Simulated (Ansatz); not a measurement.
# BH6NO2: the cost of one run

All numbers below are computed with Ansatz 0.2.0 (RKS PBE-D4/6-31G*).

1 further run of the same task is left out (it didn't finish).

### Step 1. The system as given

Bond lengths: B1–O3 1.410 Å, O3–H4 1.010 Å, B1–N5 1.550 Å, N5–H6 1.060 Å, N5–H7 1.060 Å, B1–O8 1.710 Å, O8–H9 1.010 Å. Angles: B1–O3–H4 109.5°, O3–B1–N5 120.0°, O3–B1–O8 105.4°, N5–B1–O8 92.8°, B1–N5–H6 120.0°, B1–N5–H7 120.0°, H6–N5–H7 120.0°, B1–O8–H9 109.5°.

As a file:

```xyz
10

B     0.0000    0.0000    0.0000
H     0.0000    0.0000    1.5400
O     1.2211    0.0000   -0.7050
H     1.5209   -0.9519   -0.8599
N    -1.3423    0.0000   -0.7750
H    -2.0112   -0.8164   -0.6764
H    -1.5914    0.8164   -1.4036
O    -0.2139    1.6086    0.5392
H    -1.1525    1.9139    0.3252
H    -0.1135    0.8538    1.5370
```

### Step 2. Pulling towards end A

Springs on the bonds that form and break draw the guess towards this end; the thresholds are loose.

Input file input.yaml:

```yaml
crystal:
  periodic: [false, false, false]
  atoms:
    - { symbol: B, position_ang: [0.0, 0.0, 0.0] }
    - { symbol: H, position_ang: [0.0, 0.0, 1.54] }
    - { symbol: O, position_ang: [1.2211, 0.0, -0.705] }
    - { symbol: H, position_ang: [1.5209, -0.9519, -0.8599] }
    - { symbol: "N", position_ang: [-1.3423, 0.0, -0.775] }
    - { symbol: H, position_ang: [-2.0112, -0.8164, -0.6764] }
    - { symbol: H, position_ang: [-1.5914, 0.8164, -1.4036] }
    - { symbol: O, position_ang: [-0.2139, 1.6086, 0.5392] }
    - { symbol: H, position_ang: [-1.1525, 1.9139, 0.3252] }
    - { symbol: H, position_ang: [-0.1135, 0.8538, 1.537] }
basis:
  gaussian: { orbitals: "6-31G*" }
hamiltonian:
  xc: pbe
  dispersion: d4
relax:
  f_tol: 0.15
  max_steps: 25
  restrain:
    - { distance: [0, 7], at: 2.61, k: 30.0 }
    - { distance: [9, 1], at: 1.86, k: 30.0 }
    - { distance: [0, 1], at: 1.19, k: 30.0 }
    - { distance: [9, 7], at: 1.01, k: 30.0 }
```

Launch:

```bash
> ansatz run input.yaml --threads 1 --pin off --max-ram 2048MiB --backend cpu --events-out ev --progress --plain --runs-dir out
```

Q: Estimate wall time and peak memory on 1 thread of Arm Neoverse N1, shared host.

About 51 s, with a peak of 0.14 GiB.
